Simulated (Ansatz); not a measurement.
## AlH₆OPSi, SMILES [AlH2][O]P[SiH3]: a rigid scan of one bond length

Computed with Ansatz's Python interface.

`scan_alh6opsi.py`
```python
import ansatz
import numpy as np

BASIS = 'def2-SVP'
FUNCTIONAL = 'pbe0'
DISPERSION = 'd3bj'

geometry_ang = [
    ('Al', [0.0539, 2.3026, -0.3243]),
    ('O', [0.6032, 0.6797, -0.8191]),
    ('P', [0.8246, -0.1398, 0.6744]),
    ('Si', [-0.4599, -1.7722, 0.1891]),
    ('H', [-1.5571, 2.5968, -0.1639]),
    ('H', [1.0482, 3.5449, -0.0813]),
    ('H', [2.0525, -0.8627, 0.2221]),
    ('H', [-0.2056, -2.2609, -1.1678]),
    ('H', [-0.3634, -2.8588, 1.2043]),
    ('H', [-1.9132, -1.2807, 0.2695]),
]
mol = ansatz.Crystal.molecule()
for symbol, xyz in geometry_ang:
    mol = mol.atom(symbol, xyz)

symbols = [site.symbol for site in mol.cartesian_sites]
start = np.array([site.position_ang for site in mol.cartesian_sites])
axis = (start[8] - start[3]) / np.linalg.norm(start[8] - start[3])
moving = [8]
lengths, energies = [1.311, 1.371, 1.431, 1.49, 1.55, 1.609, 1.669, 1.758], []
for length in lengths:
    xyz = start.copy()
    xyz[moving] += (length - np.linalg.norm(start[8] - start[3])) * axis
    point = ansatz.Crystal.molecule()
    for symbol, place in zip(symbols, xyz):
        point = point.atom(symbol, place.tolist())
    setup = (
        point.calculation()
        .basis(gaussian=BASIS)
        .functional(FUNCTIONAL, dispersion=DISPERSION)
        .accuracy('medium')
        .scf(lower_state_search='light')
    )
    r = setup.run().report
    energies.append(r['free_energy_ev'])
    print(f'r = {length:6.3f} A  E = {energies[-1]:.5f} eV  <S^2> = {abs(r["mean_field"]["state"]["spin_squared"]):.3f}')

fit = np.polynomial.Polynomial.fit(lengths, np.array(energies) - min(energies), 4).convert()
roots = [r.real for r in fit.deriv().roots() if abs(r.imag) < 1e-9 and fit.deriv(2)(r.real) > 0]
r_e = min(roots, key=lambda r: abs(r - lengths[int(np.argmin(energies))]))
print(f'minimum of the fit at {r_e:.4f} A, force constant {fit.deriv(2)(r_e):.2f} eV/A^2')
```

```console
$ python scan_alh6opsi.py
r =  1.311 A  E = -25886.71100 eV  <S^2> = 0.000
r =  1.371 A  E = -25886.94794 eV  <S^2> = 0.000
r =  1.431 A  E = -25887.07578 eV  <S^2> = 0.000
r =  1.490 A  E = -25887.11843 eV  <S^2> = 0.000
r =  1.550 A  E = -25887.09642 eV  <S^2> = 0.000
r =  1.609 A  E = -25887.02550 eV  <S^2> = 0.000
r =  1.669 A  E = -25886.91567 eV  <S^2> = 0.000
r =  1.758 A  E = -25886.70461 eV  <S^2> = 0.000
minimum of the fit at 1.4973 A, force constant 17.78 eV/A^2
```

Notes:
- The settings weren't tested for convergence.
- The rest of the molecule is held rigid at a force-field or estimated start geometry, and the basis set is modest; single-reference methods fail as a bond breaks.
- The orbitals are restricted, so S² is zero by construction.
- The whole script took 28 s on 1 thread of Arm Neoverse V1, on a shared host, peak memory 0.26 GiB.

(Lines on the test bed's own set-up are left out of the output.)
